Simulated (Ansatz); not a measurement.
# MoS (zincblende): equation of state

One table from this session's results is given with a row withheld; the runs are named, their logs left out.

Computed with Ansatz 0.2.0 (DFT r²SCAN, scalar-relativistic, plane waves, PAW, unless a step's input says otherwise).

2 further runs of the same task are left out: 2 that didn't finish. Runs told in other sessions of the task aren't counted.

## The structure to begin with

It takes space group F-43m (No. 216, cubic). Conventional cell: a = 5.355 Å, b = 5.355 Å, c = 5.355 Å, α = 90.00°, β = 90.00°, γ = 90.00°. Around Mo (site symmetry -43m) lie 4 S at 2.32 Å. S (site symmetry -43m) is surrounded by 4 Mo at 2.32 Å.

As a file:

```cif
data_structure
_symmetry_space_group_name_H-M 'F-43m'
_symmetry_Int_Tables_number 216
_cell_length_a 5.3553
_cell_length_b 5.3553
_cell_length_c 5.3553
_cell_angle_alpha 90.000
_cell_angle_beta 90.000
_cell_angle_gamma 90.000
_cell_volume 153.59
loop_
_atom_site_label
_atom_site_type_symbol
_atom_site_symmetry_multiplicity
_atom_site_Wyckoff_symbol
_atom_site_fract_x
_atom_site_fract_y
_atom_site_fract_z
_atom_site_occupancy
Mo1 Mo 4 a 0.00000 0.00000 0.00000 1
S1 S 4 d 0.25000 0.25000 0.75000 1
```

This cell comes from an earlier session at r²SCAN: 19.198 Å³/atom at 0.12 GPa, on a 12×12×12 mesh.

Volume factors to run: 0.980, 1.020, 0.960, 1.040, 1.070.

The first run:

input.yaml

```yaml
crystal:
  lattice:
    - [0.0, 2.659682241, 2.659682241]
    - [2.659682241, 0.0, 2.659682241]
    - [2.659682241, 2.659682241, 0.0]
  atoms:
    - { symbol: Mo, position: [0.0, 0.0, 0.0], spin: 0.9 }
    - { symbol: S, position: [0.25, 0.25, 0.25] }
basis:
  ecutwfc: 500
  ecutrho_ratio: 4
kpoints:
  mp_grid: { grid: [12, 12, 12] }
hamiltonian:
  xc: r2scan
scf:
  occupations: { method: gaussian, width: 0.05 }
output:
  forces: true
  stress: true
  eigenvalues: true
  populations: true
magnetization:
  spin_polarized: true
```

On the command line:

```sh
ansatz run input.yaml --threads 2 --pin off --max-ram 2662MiB --backend cpu --events-out ev --progress --plain --runs-dir out
```

Among the steps run: At 0.980 of the relaxed volume; Volume × 1.020; Volume × 0.960; At 1.040 of the relaxed volume; At 1.070 of the relaxed volume.

One of the session's tables, all rows but one given; the rest of the session is left out.

It belongs to the step «The fit». 

| volume (Å³/atom) | energy (meV/atom) | pressure (GPa) | moment of atom 1 (μB) |
| --- | --- | --- | --- |
| 18.430 | 14.54 | 6.16 | 0.78 |
| 18.814 | ? | ? | ? |
| 19.198 | 0.00 | 0.12 | 0.81 |
| 19.582 | 2.87 | -2.44 | 0.83 |
| 19.966 | 11.51 | -4.70 | 0.85 |
| 20.542 | 33.81 | -7.63 | 0.88 |

Estimate the missing values for volume (Å³/atom) = 18.814.

Worked estimate for «energy (meV/atom)». A straight line through the neighbours (18.430, 14.54) and (19.198, 0.00) gives 14.54 + (0.00 − 14.54) × (18.814 − 18.430) / (19.198 − 18.430) = 7.27; a parabola fitted to 3 rows on both sides gives 3.89.

**Answer.** energy (meV/atom): 3.63; pressure (GPa): 2.99; moment of atom 1 (μB): 0.80. In «energy (meV/atom)» the line misses by +3.64 and the parabola by +0.26.

Caveats from the session: Warnings in the runs' records: stability check not made.
